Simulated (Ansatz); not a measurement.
# RuCl: the cost of one run

Program: Ansatz 0.2.0. Level of theory: DFT PBE, scalar-relativistic, plane waves, PAW. These are calculated values, not measurements.

## (1) The structure to begin with

Symmetry: Fm-3m, No. 225, cubic system. The conventional cell has a = 5.607 Å, b = 5.607 Å, c = 5.607 Å, α = 90.00°, β = 90.00°, γ = 90.00°. Ru (site symmetry m-3m) is surrounded by 6 Cl at 2.80 Å. Around Cl (site symmetry m-3m) lie 6 Ru at 2.80 Å.

Coordinates:

```xyz
2
Lattice="0.0000 2.8037 2.8037 2.8037 0.0000 2.8037 2.8037 2.8037 0.0000" Properties=species:S:1:pos:R:3 pbc="T T T"
Ru    0.0000    0.0000    0.0000
Cl    2.8037    2.8037    2.8037
```

The cell is invented: species swapped into a database cell of LuSb (Fm-3m, No. 225), with Ru on the Lu sites and Cl on the Sb sites. The dimensions are guesses.

## (2) Probe: one point on a coarse mesh

Contents of input.yaml:

```yaml
crystal:
  lattice:
    - [0.0, 2.80369498, 2.80369498]
    - [2.80369498, 0.0, 2.80369498]
    - [2.80369498, 2.80369498, 0.0]
  atoms:
    - { symbol: Ru, position: [0.0, 0.0, 0.0], spin: 1.0 }
    - { symbol: Cl, position: [0.5, 0.5, 0.5] }
basis:
  ecutwfc: 420
kpoints:
  mp_grid: { grid: [6, 6, 6] }
hamiltonian:
  xc: pbe
scf:
  occupations: { method: gaussian, width: 0.1 }
  lower_state_search: "off"
output:
  forces: true
  stress: true
  eigenvalues: true
  populations: true
magnetization:
  spin_polarized: true
```

Launch:

```
$ ansatz run input.yaml --threads 1 --pin off --max-ram 2560MiB --backend cpu --events-out ev --progress --plain --runs-dir out
```

**Question.** How long does this run take on 1 thread of Intel Xeon Platinum 8259CL at 2.50GHz (Skylake/Cascade Lake), shared host, and how much memory does it need?

About 3.2 s, with a peak of 0.32 GiB.
